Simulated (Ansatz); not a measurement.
# H₃NOZn: basis-set convergence

An exercise on one series of results from a longer session: the logs are not shown, and one member is left open.

The runs use Ansatz 0.2.0, Gaussian basis; one geometry, several basis sets.

The runs, in order: PBE0-D4/def2-SVP; ωB97M-V/def2-SVP; PBE0-D4/def2-QZVPP; ωB97M-V/def2-QZVPP; the functionals' def2-TZVPP values are taken from earlier runs.

## The geometry

An earlier PBE0-D4 in a triple-zeta def2 set relaxation fixed the geometry.

6 atoms, charge 0, spin multiplicity 1.

Atoms are counted from 1 here; the program's logs count them from 0.

Bond lengths: N1–Zn2 1.810 Å, N1–H4 1.011 Å, N1–H5 1.011 Å, Zn2–O3 1.771 Å, O3–H6 0.958 Å. Angles: Zn2–N1–H4 116.1°, Zn2–N1–H5 116.1°, H4–N1–H5 107.8°, N1–Zn2–O3 172.0°, Zn2–O3–H6 115.2°.

Set-up of the first run:

File in.yaml:

```yaml
crystal:
  periodic: [false, false, false]
  atoms:
    - {symbol: N, position_ang: [-1.026333, 0.100285, -1.005953]}
    - {symbol: Zn, position_ang: [0.320194, -0.226633, 0.158065]}
    - {symbol: O, position_ang: [1.674744, -0.754963, 1.169814]}
    - {symbol: H, position_ang: [-0.917056, 0.915097, -1.593997]}
    - {symbol: H, position_ang: [-1.957155, 0.126542, -0.612874]}
    - {symbol: H, position_ang: [1.905597, -0.160329, 1.884945]}
basis:
  gaussian: {orbitals: def2-SVP}
hamiltonian: {xc: pbe0, dispersion: d4}
output: {orbitals: {seedname: orbitals}}
```

Among the steps run: PBE0-D4 in def2-SVP; ωB97M-V in def2-SVP; PBE0-D4 in def2-QZVPP; ωB97M-V in def2-QZVPP.

One table of the session follows, with a row left open; its other results are not shown here.

It belongs to the step «Functionals by basis». 

| functional | basis | HOMO (eV) |
| --- | --- | --- |
| PBE0-D4 | def2-SVP | -6.54 |
| PBE0-D4 | def2-TZVPP | -7.11 |
| PBE0-D4 | def2-QZVPP | ? |
| ωB97M-V | def2-SVP | -8.91 |
| ωB97M-V | def2-TZVPP | -9.49 |
| ωB97M-V | def2-QZVPP | -9.54 |

Q: Estimate the row for PBE0-D4, def2-QZVPP from the others.

The run gave: HOMO (eV): -7.15. In the column «HOMO (eV)» it lies between ωB97M-V, def2-SVP (-8.91) and PBE0-D4, def2-TZVPP (-7.11).
